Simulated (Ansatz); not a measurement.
**C₄H₁₀GeO₂Si: small, medium and large basis sets**

How large a basis does C₄H₁₀GeO₂Si need? Two functionals are run in growing sets.

Program: Ansatz 0.2.0, Gaussian basis. Level of theory: one geometry, several basis sets. These are calculated values, not measurements.

Plan: PBE0-D4/def2-SVP; ωB97M-V/def2-SVP; PBE0-D4/def2-QZVPP; ωB97M-V/def2-QZVPP; the functionals' def2-TZVPP values are taken from earlier runs.

**1. The geometry**

The geometry comes from an earlier relaxation with PBE0-D4 in a triple-zeta def2 set; it is a stationary point, not always the lowest conformer.

SMILES `C[Si](C)(O)C#[C][GeH2][OH]`, 18 atoms, charge 0, spin multiplicity 1.

Atoms are counted from 1 here; the program's logs count them from 0.

Bond lengths: C1–Si2 1.861 Å, C1–H9 1.092 Å, C1–H10 1.093 Å, C1–H11 1.094 Å, Si2–C3 1.862 Å, Si2–O4 1.650 Å, Si2–C5 1.835 Å, C3–H12 1.092 Å, C3–H13 1.094 Å, C3–H14 1.093 Å, O4–H15 0.958 Å, C5–C6 1.214 Å, C6–Ge7 1.902 Å, Ge7–O8 1.778 Å, Ge7–H16 1.538 Å, Ge7–H17 1.528 Å, O8–H18 0.960 Å. Angles: Si2–C1–H9 110.7°, Si2–C1–H10 110.8°, Si2–C1–H11 111.1°, H9–C1–H10 108.1°, H9–C1–H11 108.3°, H10–C1–H11 107.8°, C1–Si2–C3 111.1°, C1–Si2–O4 111.7°, C1–Si2–C5 108.7°, C3–Si2–O4 111.5°, C3–Si2–C5 109.0°, O4–Si2–C5 104.6°, Si2–C3–H12 110.8°, Si2–C3–H13 111.1°, Si2–C3–H14 110.7°, H12–C3–H13 108.3°, H12–C3–H14 108.1°, H13–C3–H14 107.7° and more.

**2. PBE0-D4 in def2-SVP**

File in.yaml:

```yaml
crystal:
  periodic: [false, false, false]
  atoms:
    - {symbol: C, position_ang: [-2.221239, -0.214807, 1.023047]}
    - {symbol: Si, position_ang: [-0.704286, 0.851091, 0.857903]}
    - {symbol: C, position_ang: [0.309768, 0.820176, 2.419175]}
    - {symbol: O, position_ang: [-1.087979, 2.393766, 0.417046]}
    - {symbol: C, position_ang: [0.313395, 0.214770, -0.529576]}
    - {symbol: C, position_ang: [0.985339, -0.247899, -1.428803]}
    - {symbol: Ge, position_ang: [2.043028, -0.972186, -2.834550]}
    - {symbol: O, position_ang: [1.348659, -2.528324, -3.341778]}
    - {symbol: H, position_ang: [-2.802278, -0.204540, 0.098406]}
    - {symbol: H, position_ang: [-1.945766, -1.250019, 1.240517]}
    - {symbol: H, position_ang: [-2.863588, 0.137928, 1.835264]}
    - {symbol: H, position_ang: [1.207917, 1.431800, 2.309593]}
    - {symbol: H, position_ang: [-0.263213, 1.201823, 3.269431]}
    - {symbol: H, position_ang: [0.620531, -0.200188, 2.658058]}
    - {symbol: H, position_ang: [-1.576208, 2.926715, 1.045328]}
    - {symbol: H, position_ang: [3.476242, -1.169866, -2.313892]}
    - {symbol: H, position_ang: [1.983412, -0.085879, -4.078385]}
    - {symbol: H, position_ang: [1.138765, -3.093362, -2.594882]}
basis:
  gaussian: {orbitals: def2-SVP}
hamiltonian: {xc: pbe0, dispersion: d4}
output: {orbitals: {seedname: orbitals}}
```

The runs that follow: ωB97M-V in def2-SVP; PBE0-D4 in def2-QZVPP; ωB97M-V in def2-QZVPP.

Q: Predict the results of all the runs planned. Wanted: PBE0-D4: double and triple zeta above quadruple; ωB97M-V: double and triple zeta above quadruple.

As calculated:

| quantity | value |
| --- | --- |
| PBE0-D4: double and triple zeta above quadruple | 22.05, 1.98 eV |
| ωB97M-V: double and triple zeta above quadruple | 22.33, 1.90 eV |

PBE0-D4 gains 20.07 eV from double to triple zeta, then 1.98 eV more. Total energies overstate the basis error of differences, where much of it tends to cancel. The LUMO of ωB97M-V is positive and keeps falling with the basis (1.52 to 1.00 eV): an unbound level that the basis holds in place.
